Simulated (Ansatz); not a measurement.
**AlGeF (triplet): the correlation ladder at distance Al2–Ge3 = 2.143 Å, cc-pVDZ**

An exercise on one series of results from a longer session: the logs are not shown, and one member is left open.

Computed with Ansatz 0.2.0, Gaussian basis. Level: cc-pVDZ, core rule «outside noble gas», up to 20 orbitals frozen.

Plan: UHF; CCSD(T) on ROHF; CCSD(T) on UHF; BCCD(T) on ROHF; CISD; CCSDT(Q) on ROHF; CCSDT(Q) on UHF; CASSCF and MRCISD+Q, 4 electrons in 4 orbitals; CASSCF and NEVPT2, 4 electrons in 4 orbitals.

36 further runs of the same task are left out: 11 for a known fault of the program, 18 that didn't finish, 7 set aside as unsound or not needed.

## What is computed

The geometry derives from a PBE0/def2-TZVP stationary point (not a proven minimum). One bond is set to the value named and the two fragments are kept rigid. No spin-orbit coupling is included. The filled d shell of Ge may be among the frozen orbitals whatever the setting's name suggests; the logs give the count.

3 atoms, charge 0, spin multiplicity 3.

Atoms are counted from 1 here; the program's logs count them from 0.

Bond lengths: F1–Al2 1.648 Å, Al2–Ge3 2.143 Å. Angles: F1–Al2–Ge3 180.0°.

Set-up of the first run:

in.yaml

```yaml
crystal:
  periodic: [false, false, false]
  atoms:
    - {symbol: F, position_ang: [0.000000, 0.000000, -1.813133]}
    - {symbol: Al, position_ang: [0.000000, 0.000000, -0.164933]}
    - {symbol: Ge, position_ang: [0.000000, 0.000000, 1.978067]}
basis:
  gaussian: {orbitals: cc-pVDZ}
magnetization: {spin_polarized: true, initial_magnetization: 2}
hamiltonian: {xc: hf}
output: {orbitals: {seedname: orbitals}}
```

Command:

```bash
> ansatz run in.yaml --threads 1 --pin off --events-out ev --progress --plain --max-ram 2393MiB
```

Among the steps run: UHF; CCSD(T) on ROHF; CCSD(T) on UHF; BCCD(T) on ROHF; CISD; CCSDT(Q) on ROHF; CCSDT(Q) on UHF; CASSCF and MRCISD+Q, 4 electrons in 4 orbitals; CASSCF and NEVPT2, 4 electrons in 4 orbitals.

One table of the session follows, with a row left open; its other results are not shown here.

| method | from UCCSDT(Q) (kcal/mol) |
| --- | --- |
| ROHF | +203.47 |
| UHF | +201.40 |
| RMP2 | +18.89 |
| UMP2 | +19.39 |
| CISD | +24.19 |
| RCCSD | +6.37 |
| UCCSD | +6.23 |
| RCCSD(T) | +1.38 |
| UCCSD(T) | +1.28 |
| BCCD(T) | +1.29 |
| RCCSDT | +0.65 |
| UCCSDT | ? |
| RCCSDT(Q) | +0.17 |
| UCCSDT(Q) | 0 |
| CASSCF pair | +193.72 |
| MRCISD pair | +22.83 |
| MRCISD+Q pair | +4.72 |

Estimate the missing values for UCCSDT.

As computed: from UCCSDT(Q) (kcal/mol): +0.54. In the column «from UCCSDT(Q) (kcal/mol)» it lies between RCCSDT(Q) (+0.17) and RCCSDT (+0.65).

Not comparable, so not listed: CASSCF and NEVPT2, 4 electrons in 4 orbitals (they don't share determinant, frozen orbitals or solution with the rows shown, or repeat one).

To keep in mind: Restricted and unrestricted rows rest on different reference determinants; where their highest levels disagree by more than a few hundredths of an eV, they describe different states and don't form one ladder. Warnings in the runs' records: passed over end.
